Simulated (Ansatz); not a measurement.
# BCl2H5OSi: the cost of one run

Program: Ansatz 0.2.0. Level of theory: RKS BLYP-D4/6-31G*. These are calculated values, not measurements.

## (1) The system as given

Bond lengths: B1–O2 1.760 Å, O2–H3 1.010 Å, B1–Cl4 1.860 Å, B1–Cl5 1.860 Å, B1–Si6 2.250 Å, Si6–H7 1.460 Å, Si6–H8 1.460 Å, Si6–H9 1.460 Å, O2–H10 1.121 Å, Si6–H10 1.423 Å. Angles (14 of 20 angles, heavy atoms first): O2–B1–Cl4 120.0°, O2–B1–Cl5 120.0°, O2–B1–Si6 71.6°, Cl4–B1–Cl5 120.0°, Cl4–B1–Si6 88.5°, Cl5–B1–Si6 110.0°, B1–O2–H3 109.5°, B1–O2–H10 87.3°, B1–Si6–H7 109.5°, B1–Si6–H8 109.5°, B1–Si6–H9 109.5°, B1–Si6–H10 62.9°, O2–H10–Si6 138.2°, H3–O2–H10 119.3°.

Structure file:

```xyz
10

B     0.0000    0.0000    0.0000
O     0.0000    0.0000    1.7600
H    -0.9095   -0.2814    2.0971
Cl    1.6108    0.0000   -0.9300
Cl   -1.6108    0.0000   -0.9300
Si    0.4799    2.0806    0.7095
H     1.5736    2.0261    1.6751
H     0.8770    2.9042   -0.4288
H    -0.6992    2.6635    1.3432
H     0.2517    1.0914    1.7067
```

## (2) Pulling towards end A

Springs on the bonds that form and break draw the guess towards this end; the thresholds are loose.

Input file input.yaml:

```yaml
crystal:
  periodic: [false, false, false]
  atoms:
    - { symbol: B, position_ang: [0.0, 0.0, 0.0] }
    - { symbol: O, position_ang: [0.0, 0.0, 1.76] }
    - { symbol: H, position_ang: [-0.9095, -0.2814, 2.0971] }
    - { symbol: Cl, position_ang: [1.6108, 0.0, -0.93] }
    - { symbol: Cl, position_ang: [-1.6108, 0.0, -0.93] }
    - { symbol: Si, position_ang: [0.4799, 2.0806, 0.7095] }
    - { symbol: H, position_ang: [1.5736, 2.0261, 1.6751] }
    - { symbol: H, position_ang: [0.877, 2.9042, -0.4288] }
    - { symbol: H, position_ang: [-0.6992, 2.6635, 1.3432] }
    - { symbol: H, position_ang: [0.2517, 1.0914, 1.7067] }
basis:
  gaussian: { orbitals: "6-31G*" }
hamiltonian:
  xc: blyp
  dispersion: d4
relax:
  f_tol: 0.15
  max_steps: 25
  restrain:
    - { distance: [0, 5], at: 3.15, k: 30.0 }
    - { distance: [9, 1], at: 2.21, k: 30.0 }
    - { distance: [0, 1], at: 1.41, k: 30.0 }
    - { distance: [9, 5], at: 1.46, k: 30.0 }
```

Command:

```
$ ansatz run input.yaml --threads 2 --pin off --max-ram 3072MiB --backend cpu --events-out ev --progress --plain --runs-dir out
```

What time and memory should one allow on 2 threads of Arm Neoverse N1, shared host?

About 42 s, with a peak of 0.16 GiB.
